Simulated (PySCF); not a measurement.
**TlN: from the state search to spectroscopic constants**

One table from this session's results is given with a row withheld; the runs are named, their logs left out.

The runs use PySCF 2.14.0; Tl x2c-TZVPPall, N x2c-TZVPPall, spin-free X2C with a Gaussian nucleus.

Set-up of the first run:

Settings of the job:

- atoms: Tl, N
- charge: 0
- basis: Tl x2c-TZVPPall, N x2c-TZVPPall
- Hamiltonian: spin-free X2C with a Gaussian nucleus
- basis functions: 114
- electrons treated: 88
- masses in u: 204.9744, 14.0031
- levels: PBE0, PBE, r²SCAN, BP86, PBEsol, B3LYP, BHandHLYP, ωB97M-V, HF, MP2, SCS-MP2, CCSD, CCSD(T)
- grid: 80 radial by 434 angular points
- occupations: held fixed by the projection of orbital angular momentum
- dissociation limit: Tl + N, each in its ground configuration
- starting distance in angstrom: 2.085
- values of 2S to try: 0, 2, 4

Run with:

```sh
$ OMP_NUM_THREADS=2 python dia.py task.json out
```

Among the steps run: The job; First curve: PBE0; Higher solutions at PBE0; PBE (GGA); r²SCAN (meta-GGA); BP86; PBEsol (GGA); B3LYP (global hybrid GGA); BHandHLYP (global hybrid GGA); ωB97M-V; ROHF; Adding correlation.

One table of the session follows, with a row left open; its other results are not shown here.

Differences from CCSD(T) in the same basis:

```
       level  Re (mÅ)  ωe (%)
        ROHF      -34   +10.2
    ROHF-MP2      -26    +6.6
ROHF-SCS-MP2      -10    +4.0
   ROHF-CCSD        ?       ?
         PBE      +10    -1.4
      PBEsol      -18    +2.3
        BP86      +10    -1.1
      r²SCAN      -19    +3.1
       B3LYP       +7    -0.3
        PBE0      -20    +3.8
   BHandHLYP      -23    +4.9
     ωB97M-V      -33    +6.6
```

**Question.** Estimate the row for ROHF-CCSD.

As computed: Re (mÅ): -10; ωe (%): +2.6.
